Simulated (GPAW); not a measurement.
Crystal: Co3Ir.

```
Ir Co
1.0
     3.58256    0.00000    0.00000
     0.00000    3.58256    0.00000
     0.00000    0.00000    3.58256
Ir Co
1 3
Direct
  0.00000 0.00000 0.00000
  0.50000 0.50000 0.00000
  0.50000 0.00000 0.50000
  0.00000 0.50000 0.50000
```

The cell comes from a database or a generator and needn't be the stable form of this composition.

Base run:

* Program: GPAW 26.7.0
* Functional: PBEsol
* Potentials or basis: PAW data sets generated in the run's folder for this functional
* Cutoff: 600 eV
* Basis: pw
* k mesh: 8 × 8 × 8
* Occupations: fermi-dirac, width 0.05 eV
* Spin: collinear spin, ferromagnetic start
* Starting moments: [0.6, 2.0, 2.0, 2.0] μB

Its results: pressure -2.9 GPa; net moment 4.75 μB per cell; site moments Ir +0.48; Co +1.46 μB.

Problem. The run is repeated on the same cell with these changes: k mesh from 8 × 8 × 8 to 6 × 6 × 6. What comes out?

Solution. Pressure -6.1 GPa; net moment 3.87 μB per cell; site moments Ir +0.33; Co +1.22 μB.
